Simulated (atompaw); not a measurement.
**A PAW (atompaw) potential for Sn, from input to tests**

Do these settings give a usable potential? It is generated, then checked for scattering, ghosts and hardness.

Method: atompaw 4.2.0.5, PBEsol, scalar-relativistic.

## (1) The atom and the settings

The settings as typed:

* element: tin (Sn, Z = 50)
* type: PAW
* frozen core: [Kr]
* valence charge: 14
* reference configuration: 4d10 5s2 5p2
* partial waves: 5s (bound): rc 1.95 bohr; 5s channel at -0.45 Ry: rc 1.95 bohr; 5p (bound): rc 2.65 bohr; 5p channel at 3.8 Ry: rc 2.65 bohr; 4d (bound): rc 2.65 bohr; 4d channel at -0.95 Ry: rc 2.65 bohr
* local potential: bessel scheme, radius 2.20 bohr
* core correction: smooth core density matched at 1.95 bohr
* augmentation charge: besselshape compensation charge, radius 2.35 bohr; PAW radius 2.65 bohr; waves and projectors: custom rrkj gramschmidtortho

The nodes and maxima of the atom's own shells, from an earlier all-electron run, set the scale for the radii.

All-electron outer shells of the reference configuration (PBEsol, scalar-relativistic, ld1.x):

```csv
shell,level (eV),outermost node (bohr),outermost maximum (bohr)
4s,-133.74,0.40,0.74
4p,-89.56,0.41,0.79
4d,-25.79,0.39,0.88
5s,-10.59,0.98,2.01
5p,-3.71,1.09,2.55
```

## (2) Generation

File Sn.input:

```
Sn 50
GGA-PBESOL scalarrelativistic loggrid 1500 logderivrange -4 5 226
5 5 4 0 0 0
5 1 2
0 0 0
c
c
c
c
v
c
c
c
v
c
v
2
2.65 2.35 2.20 1.95
y
-0.45
n
y
3.8
n
y
-0.95
n
custom rrkj gramschmidtortho besselshape
bessel
1.95
1.95
2.65
2.65
2.65
2.65
PWSCFOUT
UPFDX 0.0125d0 UPFXMIN -7.d0 UPFZMESH 50.d0
END
```

Started as:

```console
$ atompaw < Sn.input > Sn.log
```

What does the calculation give? Wanted: cutoffs for 10 and 1 mRy, occupied levels; bound ghosts; largest phase difference near zero energy, channels read; lowest eigenvalue of the overlap; share of valence orbitals outside the PAW sphere; UPF file.

The runs gave:

```
                                                quantity                     value
               cutoffs for 10 and 1 mRy, occupied levels           15 Ry and 25 Ry
                                            bound ghosts            s at -13.37 eV
largest phase difference near zero energy, channels read                 0.007 rad
         lowest eigenvalue of the overlap (Bessel basis)                 0.041 (d)
        share of valence orbitals outside the PAW sphere  5s 33 %, 5p 62 %, 4d 1 %
                                                UPF file                   written
```

**Reading.** A bound ghost (s) makes it unfit for use: electrons can fall into a state that the atom doesn't have. The potential is soft on the atom at that tolerance: the looser tolerance needs 15 Ry. Near zero energy the phases of the channels with partial waves agree within 0.007 rad. The pseudo curves have a pole with no partner nearby in the atom's: s at -0.98 Ry. All of this concerns the isolated atom, not yet a solid.
